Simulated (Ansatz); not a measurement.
Geometry optimisation, DFT PBE, scalar-relativistic, plane waves, PAW (Ansatz).

Input:

```yaml
accuracy: low
crystal:
  lattice:
    - [5.77632, 0.0, 0.0]
    - [-2.88816, 5.00244, 0.0]
    - [0.0, 0.0, 16.23846]
  atoms:
    - { symbol: W, position: [0.0, 0.0, 0.0615822] }
    - { symbol: C, position: [0.3333333, 0.1666667, 0.1485868] }
    - { symbol: W, position: [0.0, 0.0, 0.2355913] }
    - { symbol: C, position: [0.3333333, 0.1666667, 0.3225959] }
    - { symbol: W, position: [0.0, 0.5, 0.0615822] }
    - { symbol: C, position: [0.3333333, 0.6666667, 0.1485868] }
    - { symbol: W, position: [0.0, 0.5, 0.2355913] }
    - { symbol: C, position: [0.3333333, 0.6666667, 0.3225959] }
    - { symbol: W, position: [0.5, 0.0, 0.0615822] }
    - { symbol: C, position: [0.8333333, 0.1666667, 0.1485868] }
    - { symbol: W, position: [0.5, 0.0, 0.2355913] }
    - { symbol: C, position: [0.8333333, 0.1666667, 0.3225959] }
    - { symbol: W, position: [0.5, 0.5, 0.0615822] }
    - { symbol: C, position: [0.8333333, 0.6666667, 0.1485868] }
    - { symbol: W, position: [0.5, 0.5, 0.2355913] }
    - { symbol: C, position: [0.8333333, 0.6666667, 0.3225959] }
basis:
  ecutwfc: 420.0
kpoints:
  mp_grid: { grid: [2, 2, 1] }
hamiltonian:
  xc: pbe
  pseudopotentials: { kind: paw, azcp: { folder: soft_1 } }
scf:
  occupations: { method: fermi_dirac, width: 0.1 }
  lower_state_search: "off"
relax:
  f_tol: 0.08
  max_steps: 25
  adjacent_minimum: "off"
  constraints: [{ sites: [0, 4, 8, 12] }]
output:
  write_density: true
  write_potential: true
  elf: true
  volumetric_format: npy
```

Command:

```bash
$ ansatz run input.yaml --threads 1 --pin off --max-ram 3072MiB --backend cpu --events-out ev --progress --plain --runs-dir out
```

Problem. Where does it end, and by what steps?

Solution. The forces met the threshold. The threshold is loose, so the end isn't yet a minimum. The force dipped under the threshold on the way, but the program's further checks kept it going. Limits of this set-up: coarse k mesh, thin slab, slab without dipole correction, low accuracy level. After 4 steps the energy has fallen by 3.450 eV; C4 moved furthest, 0.23 Å.

```json
{"step": "0", "energy less start (eV)": "0.0000", "largest force component (eV/Å)": "5.305", "accepted": "yes"}
{"step": "1", "energy less start (eV)": "-3.2497", "largest force component (eV/Å)": "1.259", "accepted": "yes"}
{"step": "2", "energy less start (eV)": "-3.3725", "largest force component (eV/Å)": "0.320", "accepted": "yes"}
{"step": "3", "energy less start (eV)": "-3.4500", "largest force component (eV/Å)": "0.075", "accepted": "yes"}
{"step": "4", "energy less start (eV)": "-3.4500", "largest force component (eV/Å)": "0.075", "accepted": "yes"}
```

```xyz
16
Lattice="5.7763 0.0000 0.0000 -2.8882 5.0024 0.0000 0.0000 0.0000 16.2385" Properties=species:S:1:pos:R:3
W 0.000 0.000 1.000
C 1.444 0.834 2.314
W 0.000 0.000 3.890
C 1.444 0.834 5.010
W -1.444 2.501 1.000
C 0.000 3.335 2.314
W -1.444 2.501 3.890
C 0.000 3.335 5.010
W 2.888 0.000 1.000
C 4.332 0.834 2.314
W 2.888 0.000 3.890
C 4.332 0.834 5.010
W 1.444 2.501 1.000
C 2.888 3.335 2.314
W 1.444 2.501 3.890
C 2.888 3.335 5.010
```

Time of the run: 28 s on 1 thread of Arm Neoverse V1 (shared host), peak memory 0.63 GiB.
